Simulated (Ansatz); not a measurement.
# F2H4O2Si2: small, medium and large basis sets

One table from this session's results is given with a row withheld; the runs are named, their logs left out.

The runs use Ansatz 0.2.0, Gaussian basis; one geometry, several basis sets.

Plan: PBE0-D4/def2-SVP; ωB97M-V/def2-SVP; PBE0-D4/def2-QZVPP; ωB97M-V/def2-QZVPP; the functionals' def2-TZVPP values are taken from earlier runs.

## The geometry

The geometry comes from an earlier relaxation with PBE0-D4 in a triple-zeta def2 set; it is a stationary point, not always the lowest conformer.

SMILES `O[Si](F)(F)O[SiH3]`, 10 atoms, charge 0, spin multiplicity 1.

Atoms are counted from 1 here; the program's logs count them from 0.

Bond lengths: O1–Si2 1.611 Å, O1–H7 0.958 Å, Si2–F3 1.581 Å, Si2–F4 1.581 Å, Si2–O5 1.590 Å, O5–Si6 1.640 Å, Si6–H8 1.481 Å, Si6–H9 1.483 Å, Si6–H10 1.483 Å. Angles: Si2–O1–H7 119.1°, O1–Si2–F3 111.1°, O1–Si2–F4 111.1°, O1–Si2–O5 108.3°, F3–Si2–F4 105.2°, F3–Si2–O5 110.6°, F4–Si2–O5 110.6°, Si2–O5–Si6 155.0°, O5–Si6–H8 107.8°, O5–Si6–H9 109.5°, O5–Si6–H10 109.4°, H8–Si6–H9 110.1°, H8–Si6–H10 110.1°, H9–Si6–H10 109.8°.

The first run:

in.yaml

```yaml
crystal:
  periodic: [false, false, false]
  atoms:
    - {symbol: O, position_ang: [-1.909519, 0.651595, 1.316894]}
    - {symbol: Si, position_ang: [-0.326536, 0.579653, 1.025195]}
    - {symbol: F, position_ang: [0.304594, 2.027263, 0.956688]}
    - {symbol: F, position_ang: [0.435757, -0.150553, 2.201987]}
    - {symbol: O, position_ang: [-0.107487, -0.192003, -0.347882]}
    - {symbol: Si, position_ang: [0.784293, -0.865815, -1.548511]}
    - {symbol: H, position_ang: [-2.217290, 1.093271, 2.109017]}
    - {symbol: H, position_ang: [-0.151239, -1.364233, -2.582990]}
    - {symbol: H, position_ang: [1.687666, 0.157924, -2.128174]}
    - {symbol: H, position_ang: [1.582963, -1.988302, -0.999124]}
basis:
  gaussian: {orbitals: def2-SVP}
hamiltonian: {xc: pbe0, dispersion: d4}
output: {orbitals: {seedname: orbitals}}
```

Run with:

```sh
$ ansatz run in.yaml --threads 4 --pin off --events-out ev --progress --plain --max-ram 10444MiB
```

Among the steps run: PBE0-D4 in def2-SVP; ωB97M-V in def2-SVP; PBE0-D4 in def2-QZVPP; ωB97M-V in def2-QZVPP.

One of the session's tables, all rows but one given; the rest of the session is left out.

It belongs to the step «Density functionals: the series». 

| functional | basis | HOMO (eV) | LUMO (eV) |
| --- | --- | --- | --- |
| PBE0-D4 | def2-SVP | -9.28 | 0.41 |
| PBE0-D4 | def2-TZVPP | ? | ? |
| PBE0-D4 | def2-QZVPP | -9.40 | -0.32 |
| ωB97M-V | def2-SVP | -11.54 | 2.27 |
| ωB97M-V | def2-TZVPP | -11.68 | 1.51 |
| ωB97M-V | def2-QZVPP | -11.70 | 1.08 |

**Question.** Estimate the row for PBE0-D4, def2-TZVPP.

The run gave: HOMO (eV): -9.38; LUMO (eV): -0.13. In the column «HOMO (eV)» it lies between PBE0-D4, def2-QZVPP (-9.40) and PBE0-D4, def2-SVP (-9.28).
